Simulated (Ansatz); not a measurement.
Predict the output of the script below (Ansatz 0.2.0 through its Python package).

Input file `c2h5gen.xyz`:
```text
9

N     0.49520    2.13150   -1.12250
C     0.18870    0.95190   -0.50220
C    -0.05940   -0.09600    0.03000
Ge   -0.29670   -1.74010    0.89690
H     0.62720    2.19720   -2.17960
H     0.45780    3.07540   -0.58000
H    -1.36560   -2.56000    0.06730
H     0.98880   -2.53500    1.01740
H    -0.94740   -1.47120    2.35560
```

The script, `c2h5gen_freq.py`:
```python
"""Vibrations of C2H5GeN."""

import ansatz as az
import numpy as np

molecule = az.Crystal.molecule_from_extxyz("c2h5gen.xyz")

setup = (
    molecule.calculation()
    .basis(gaussian="def2-SVP")
    .functional("pbe0", dispersion="d4")
)
symbols = [site.symbol for site in molecule.cartesian_sites]
start = np.array([site.position_ang for site in molecule.cartesian_sites], dtype=float)
summary = setup.relax(force_tolerance=0.003).run().report
end = np.array(summary["positions_ang"])

print("bond        before    after (A)")
for i, j in [(0, 1), (0, 4), (0, 5), (1, 2), (2, 3), (3, 6), (3, 7), (3, 8)]:
    d0, d1 = (np.linalg.norm(xyz[i] - xyz[j]) for xyz in (start, end))
    print(f"{symbols[i]}{i}-{symbols[j]}{j}".ljust(10), f"{d0:8.4f} {d1:8.4f}")
for i, j, k in [(1, 0, 4), (1, 0, 5), (4, 0, 5), (0, 1, 2), (1, 2, 3), (2, 3, 6), (2, 3, 7), (2, 3, 8)]:
    u, v = end[i] - end[j], end[k] - end[j]
    print(f"angle {symbols[i]}{i}-{symbols[j]}{j}-{symbols[k]}{k}: {np.degrees(np.arccos(np.clip(u @ v / np.linalg.norm(u) / np.linalg.norm(v), -1, 1))):.2f} deg")

# same settings at the minimum
minimum = az.Crystal.molecule()
for symbol, xyz in zip(symbols, end):
    minimum = minimum.atom(symbol, xyz.tolist())
vibrating = (
    minimum.calculation()
    .basis(gaussian="def2-SVP")
    .functional("pbe0", dispersion="d4")
    .phonons(temperatures=(298.15, 498.15, 100))
)
vib = vibrating.run().report["vibrations"]
sums = vib["harmonic_sums"]
modes = [m["omega_inv_cm"] for m in sums["modes_at_gamma"] if m["rigid_motion"] == "no"]
for number, w in enumerate(modes, start=1):
    print(f"mode {number:2d} {w:9.1f} 1/cm {w / 8065.544 * 1000:8.2f} meV")
print("imaginary modes:", sum(w < 0 for w in modes), " zero-point energy:", round(sums["zero_point_energy_ev"], 4), "eV")
print("T (K)   F_vib (eV)   S_vib (meV/K)   C_vib (meV/K)")
for row in zip(sums["temperatures_k"], sums["vibrational_free_energy_ev"], vib["entropy_ev_per_k"], vib["heat_capacity_ev_per_k"]):
    print(f"{row[0]:6.1f} {row[1]:11.4f} {1000 * row[2]:13.4f} {1000 * row[3]:15.4f}")
```

Running `python c2h5gen_freq.py` prints:
```text
bond        before    after (A)
N0-C1        1.3675   1.3383
N0-H4        1.0673   1.0144
N0-H5        1.0893   1.0144
C1-C2        1.2012   1.2225
C2-Ge3       1.8737   1.8849
Ge3-H6       1.5821   1.5389
Ge3-H7       1.5162   1.5398
Ge3-H8       1.6197   1.5387
angle C1-N0-H4: 116.37 deg
angle C1-N0-H5: 116.37 deg
angle H4-N0-H5: 113.20 deg
angle N0-C1-C2: 178.04 deg
angle C1-C2-Ge3: 179.57 deg
angle C2-Ge3-H6: 109.44 deg
angle C2-Ge3-H7: 110.90 deg
angle C2-Ge3-H8: 109.20 deg
mode  1      19.6 1/cm     2.43 meV
mode  2     119.8 1/cm    14.86 meV
mode  3     149.2 1/cm    18.50 meV
mode  4     404.3 1/cm    50.13 meV
mode  5     429.7 1/cm    53.28 meV
mode  6     454.1 1/cm    56.30 meV
mode  7     535.8 1/cm    66.44 meV
mode  8     626.5 1/cm    77.67 meV
mode  9     632.8 1/cm    78.46 meV
mode 10     855.7 1/cm   106.09 meV
mode 11     884.6 1/cm   109.67 meV
mode 12     893.4 1/cm   110.77 meV
mode 13    1155.2 1/cm   143.23 meV
mode 14    1233.8 1/cm   152.97 meV
mode 15    1597.2 1/cm   198.03 meV
mode 16    2151.8 1/cm   266.78 meV
mode 17    2160.1 1/cm   267.82 meV
mode 18    2163.9 1/cm   268.29 meV
mode 19    2317.4 1/cm   287.32 meV
mode 20    3583.6 1/cm   444.31 meV
mode 21    3683.8 1/cm   456.73 meV
imaginary modes: 0  zero-point energy: 1.615 eV
T (K)   F_vib (eV)   S_vib (meV/K)   C_vib (meV/K)
 298.1      1.4987        0.7363          0.6609
 398.1      1.4142        0.9510          0.8247
 498.1      1.3090        1.1504          0.9552
```

The frequencies are harmonic and unscaled, in a modest basis. The result belongs to the one conformer reached from this start, and soft torsions count as harmonic oscillators. Hardware and time: 3.9 min on 1 thread of Arm Neoverse V2 (shared host), peak memory 0.29 GiB.

(A comment or docstring line of the script was reworded after the run, the code is as it ran; lines on the test bed's own set-up are left out of the output.)
